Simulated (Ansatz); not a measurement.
# CH7AlClNO2: the cost of one run

Method: RKS PBE0/6-31G*, in Ansatz 0.2.0.

## Step 1: The system as given

Bond lengths: Al1–N2 2.239 Å, N2–C3 1.449 Å, Al1–O4 1.635 Å, Al1–O5 1.635 Å, Al1–Cl7 2.602 Å, N2–H8 1.012 Å, C3–H9 1.095 Å, C3–H10 1.088 Å, C3–H11 1.093 Å, O4–H12 0.944 Å, O5–H13 0.943 Å. Angles (14 of 17 angles, heavy atoms first): Al1–N2–C3 127.8°, N2–Al1–O4 112.8°, N2–Al1–O5 106.7°, N2–Al1–Cl7 75.6°, O4–Al1–O5 130.2°, O4–Al1–Cl7 110.4°, O5–Al1–Cl7 107.7°, Al1–N2–H8 115.0°, C3–N2–H8 111.8°, N2–C3–H9 111.3°, N2–C3–H10 109.1°, N2–C3–H11 110.8°, Al1–O4–H12 164.7°, Al1–O5–H13 169.1°.

Structure file:

```xyz
13

Al   -0.0608    1.0623   -0.9173
N    -0.0818   -0.2502    0.8960
C    -0.2427   -1.6896    0.9484
O    -0.2699    0.2274   -2.3070
O    -0.6601    2.5118   -0.4562
H     1.1960    0.1081    0.7553
Cl    2.4278    0.9598   -0.1630
H    -0.4098    0.1953    1.7437
H     0.2594   -2.1150    1.8231
H     0.1885   -2.1284    0.0509
H    -1.3007   -1.9615    0.9897
H    -0.1584   -0.3352   -3.0562
H    -0.8874    3.4151   -0.3075
```

## Step 2: Pulling towards end A

Springs on the bonds that form and break draw the guess towards this end; the thresholds are loose.

The input, input.yaml:

```yaml
crystal:
  periodic: [false, false, false]
  atoms:
    - { symbol: Al, position_ang: [-0.0608, 1.0623, -0.9173] }
    - { symbol: "N", position_ang: [-0.0818, -0.2502, 0.896] }
    - { symbol: C, position_ang: [-0.2427, -1.6896, 0.9484] }
    - { symbol: O, position_ang: [-0.2699, 0.2274, -2.307] }
    - { symbol: O, position_ang: [-0.6601, 2.5118, -0.4562] }
    - { symbol: H, position_ang: [1.196, 0.1081, 0.7553] }
    - { symbol: Cl, position_ang: [2.4278, 0.9598, -0.163] }
    - { symbol: H, position_ang: [-0.4098, 0.1953, 1.7437] }
    - { symbol: H, position_ang: [0.2594, -2.115, 1.8231] }
    - { symbol: H, position_ang: [0.1885, -2.1284, 0.0509] }
    - { symbol: H, position_ang: [-1.3007, -1.9615, 0.9897] }
    - { symbol: H, position_ang: [-0.1584, -0.3352, -3.0562] }
    - { symbol: H, position_ang: [-0.8874, 3.4151, -0.3075] }
basis:
  gaussian: { orbitals: "6-31G*" }
hamiltonian:
  xc: pbe0
relax:
  f_tol: 0.15
  max_steps: 25
  restrain:
    - { distance: [0, 6], at: 3.53, k: 30.0 }
    - { distance: [5, 1], at: 2.32, k: 30.0 }
    - { distance: [0, 1], at: 1.92, k: 30.0 }
    - { distance: [5, 6], at: 1.33, k: 30.0 }
```

Started as:

```sh
ansatz run input.yaml --threads 2 --pin off --max-ram 3072MiB --backend cpu --events-out ev --progress --plain --runs-dir out
```

What time and memory should one allow on 2 threads of Intel Xeon Platinum 8488C (Sapphire Rapids), shared host?

About 38 s, with a peak of 0.29 GiB.
